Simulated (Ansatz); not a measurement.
The system is HfIn4SiO6.

```
Hf In Si O
1.0
     5.69867    0.00381    0.01559
    -0.70506    6.10815   -0.00575
    -2.73718   -1.39557    6.63076
Hf In Si O
1 4 1 6
Direct
  0.11793 0.01556 0.13292
  0.38842 0.99901 0.72891
  0.75865 0.00842 0.49586
  0.23461 0.48841 0.53300
  0.59649 0.48211 0.20528
  0.86778 0.44029 0.85544
  0.55316 0.38738 0.79290
  0.93454 0.38483 0.65596
  0.98414 0.26218 0.00347
  0.99083 0.69806 0.98452
  0.08665 0.06493 0.39374
  0.48680 0.10883 0.21799
```

The cell was built by a generator and needn't be a form met in nature.

Base run:

```yaml
Program: Ansatz 0.2.0
Functional: PBEsol
Potentials_or_basis: Ansatz PAW
Cutoff: 420 eV
Density_cutoff: 1680 eV
k_mesh: 5 × 5 × 4
Occupations: fermi-dirac, width 0.05 eV
Spin: no spin polarisation
```

Its results: band gap on the k mesh 0.84 eV, indirect (least direct gap 1.14 eV); pressure -3.2 GPa; largest force 0.260 eV/Å.

Q: The run is repeated on the same cell with these changes: functional from PBEsol to r2SCAN; cutoff from 420 eV to 500 eV; density cutoff from 1680 eV to 2000 eV. What comes out?

A: Band gap on the k mesh 1.05 eV, indirect (least direct gap 1.29 eV); pressure -3.2 GPa; largest force 0.325 eV/Å.

r2SCAN gives the wider gap, since meta-GGAs in the generalised Kohn-Sham scheme recover part of the derivative discontinuity.

Caveats: spin-orbit coupling is left out, which moves the levels of the heavy elements; the PAW data sets come from PBE, with cores solved anew for the run's functional, which leaves a small shift of forces and pressure.

A k mesh can miss the band edges.

Not every run made on this cell is shown here.
